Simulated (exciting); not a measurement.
A run of exciting (release sodium) is set up as follows.

input.xml

```xml
<input>
  <title>BiTe</title>
  <structure speciespath="./" tshift="false" cartesian="true">
    <crystal scale="8.6454608778">
      <basevect>0.000000000000 0.707106781185 0.707106781185</basevect>
      <basevect>0.707106781185 0.000000000000 0.707106781185</basevect>
      <basevect>0.707106781185 0.707106781185 0.000000000000</basevect>
    </crystal>
    <species speciesfile="Bi.xml" rmt="2.3">
      <atom coord="0.000000000000 0.000000000000 0.000000000000" bfcmt="0 0 -8"/>
    </species>
    <species speciesfile="Te.xml" rmt="2.3">
      <atom coord="6.113264013164 6.113264013164 6.113264013164" bfcmt="0 0 0"/>
    </species>
  </structure>
  <groundstate do="fromscratch" ngridk="5 5 5" rgkmax="8" gmaxvr="14" lmaxapw="10" lmaxmat="10" lmaxvr="8" stype="Gaussian" swidth="0.00499791" nempty="20" ValenceRelativity="iora*" epsengy="1e-05" epspot="1e-05" maxscl="90" outputlevel="high">
    <libxc exchange="XC_GGA_X_OPTX" correlation="XC_GGA_C_LYP"/>
    <spin reducebf="0.5"/>
  </groundstate>
  <properties>
    <bandstructure>
      <plot1d>
        <path steps="80">
          <point coord="0 0 0" label="G"/>
          <point coord="0.5 0 0.5" label="X"/>
          <point coord="0.5 0.25 0.75" label="W"/>
          <point coord="0.375 0.375 0.75" label="K"/>
          <point coord="0 0 0" label="G"/>
          <point coord="0.5 0.5 0.5" label="L"/>
          <point coord="0.625 0.25 0.625" label="U"/>
          <point coord="0.5 0.25 0.75" label="W"/>
          <point coord="0.5 0.5 0.5" label="L"/>
          <point coord="0.375 0.375 0.75" label="K" breakafter="true"/>
          <point coord="0.625 0.25 0.625" label="U"/>
          <point coord="0.5 0 0.5" label="X"/>
        </path>
      </plot1d>
    </bandstructure>
    <dos nwdos="300" winddos="-0.6 0.5" inttype="tetra" ngrdos="100" nsmdos="0" lmirep="true"/>
    <chargedensityplot>
      <plot3d>
        <box grid="23 23 23">
          <origin coord="0 0 0"/>
          <point coord="1 0 0"/>
          <point coord="0 1 0"/>
          <point coord="0 0 1"/>
        </box>
      </plot3d>
    </chargedensityplot>
    <elfplot>
      <plot3d>
        <box grid="23 23 23">
          <origin coord="0 0 0"/>
          <point coord="1 0 0"/>
          <point coord="0 1 0"/>
          <point coord="0 0 1"/>
        </box>
      </plot3d>
    </elfplot>
    <exccplot>
      <plot3d>
        <box grid="23 23 23">
          <origin coord="0 0 0"/>
          <point coord="1 0 0"/>
          <point coord="0 1 0"/>
          <point coord="0 0 1"/>
        </box>
      </plot3d>
    </exccplot>
  </properties>
</input>
```

Potentials or basis: all-electron LAPW+lo, shipped species files, valence relativity iora*.

Command:

```sh
$ OMP_NUM_THREADS=1 exciting_smp
```

(1) Estimate the net moment.

(2) Predict the density of states at the Fermi level.

(3) What does it give for the band gap on the k mesh?

## Answers

(1) 0.00 μB per cell.

(2) 1.75 states/eV per cell.

(3) none (metal or under the smearing width).

Caveat: the tetrahedron DOS on this energy grid can lose part of the weight of narrow d or f bands; spin-orbit coupling is left out, which moves the levels of the heavy elements.
